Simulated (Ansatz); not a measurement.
# CH6Si: the cost of one run

Method: PBE0-D4/def2-TZVP structures, single points in def2-TZVPP, no counterpoise correction; program: Ansatz 0.2.0, Gaussian basis.

Levels: SPW92, PBE-D4, BLYP-D4, r2SCAN-D4, B97M-V, PBE0-D4, B3LYP-D4, r2SCAN0-D4, BHLYP-D4, CAM-B3LYP-D4, wB97X-V, wB97M-V, B2PLYP, PBE-QIDH, RPA on PBE, Hartree-Fock, MP2, CCSD, CCSD(T).

Cores are frozen in the correlated methods. B3LYP uses VWN-RPA correlation. B2PLYP carries no dispersion term here.

113 further runs of the same task are left out: 113 set aside as unsound or not needed.

### Step 1. Where the work starts

The complex: 15 atoms, charge 0, spin multiplicity 1.

Atoms are counted from 1 here; the program's logs count them from 0.

Bond lengths: Si1–C2 1.864 Å, Si1–H3 1.490 Å, Si1–H4 1.488 Å, Si1–H5 1.492 Å, C2–H10 1.091 Å, C2–H11 1.092 Å, C2–H12 1.092 Å, H6–O7 0.979 Å, O7–H13 0.959 Å, H8–N9 1.013 Å, N9–H14 1.013 Å, N9–H15 1.012 Å. Angles: C2–Si1–H3 111.7°, C2–Si1–H4 112.4°, C2–Si1–H5 110.6°, H3–Si1–H4 108.4°, H3–Si1–H5 106.4°, H4–Si1–H5 107.0°, Si1–C2–H10 108.9°, Si1–C2–H11 110.8°, Si1–C2–H12 110.7°, H10–C2–H11 109.2°, H10–C2–H12 109.1°, H11–C2–H12 108.1°, H6–O7–H13 105.4°, H8–N9–H14 107.3°, H8–N9–H15 107.5°, H14–N9–H15 107.8°.

As a file:

| atom | x (Å) | y (Å) | z (Å) |
| --- | --- | --- | --- |
| Si1 | 0.7318 | 0.5932 | -1.4566 |
| C2 | 2.2384 | 0.5815 | -0.3583 |
| H3 | -0.0810 | -0.6445 | -1.2892 |
| H4 | -0.1455 | 1.7676 | -1.2034 |
| H5 | 1.1293 | 0.6462 | -2.8941 |
| H6 | -1.0712 | -0.0492 | 1.4434 |
| O7 | -0.3958 | 0.6205 | 1.6757 |
| H8 | -1.8040 | -2.3234 | 1.2132 |
| N9 | -2.1751 | -1.4598 | 0.8360 |
| H10 | 1.9155 | 0.5362 | 0.6830 |
| H11 | 2.8719 | -0.2813 | -0.5767 |
| H12 | 2.8336 | 1.4852 | -0.5085 |
| H13 | -0.8369 | 1.4675 | 1.5895 |
| H14 | -2.0392 | -1.4862 | -0.1677 |
| H15 | -3.1717 | -1.4535 | 1.0138 |

Its parts: CH₆Si holds atoms 1, 2, 3, 4, 5, 10, 11, 12; H₂O holds atoms 6, 7, 13; NH₃ holds atoms 8, 9, 14, 15. Each part counts its atoms afresh in its own runs.

### Step 2. Relaxing CH₆Si alone

relax-a/in.yaml

```yaml
crystal:
  periodic: [false, false, false]
  atoms:
    - {symbol: Si, position_ang: [0.731796, 0.593243, -1.456570]}
    - {symbol: C, position_ang: [2.238423, 0.581499, -0.358322]}
    - {symbol: H, position_ang: [-0.081008, -0.644534, -1.289180]}
    - {symbol: H, position_ang: [-0.145546, 1.767580, -1.203385]}
    - {symbol: H, position_ang: [1.129327, 0.646230, -2.894117]}
    - {symbol: H, position_ang: [1.915527, 0.536168, 0.683041]}
    - {symbol: H, position_ang: [2.871893, -0.281271, -0.576724]}
    - {symbol: H, position_ang: [2.833568, 1.485225, -0.508543]}
basis:
  gaussian: {orbitals: def2-TZVP}
hamiltonian: {xc: pbe0, dispersion: d4}
relax: {f_tol: 0.005, max_steps: 200}
```

Started as:

```sh
$ ansatz run in.yaml --threads 8 --pin off --events-out ev --progress --plain --max-ram 19148MiB
```

**Question.** How long does this run take on 8 threads of Arm Neoverse V2, shared host?

About 1.9 s.
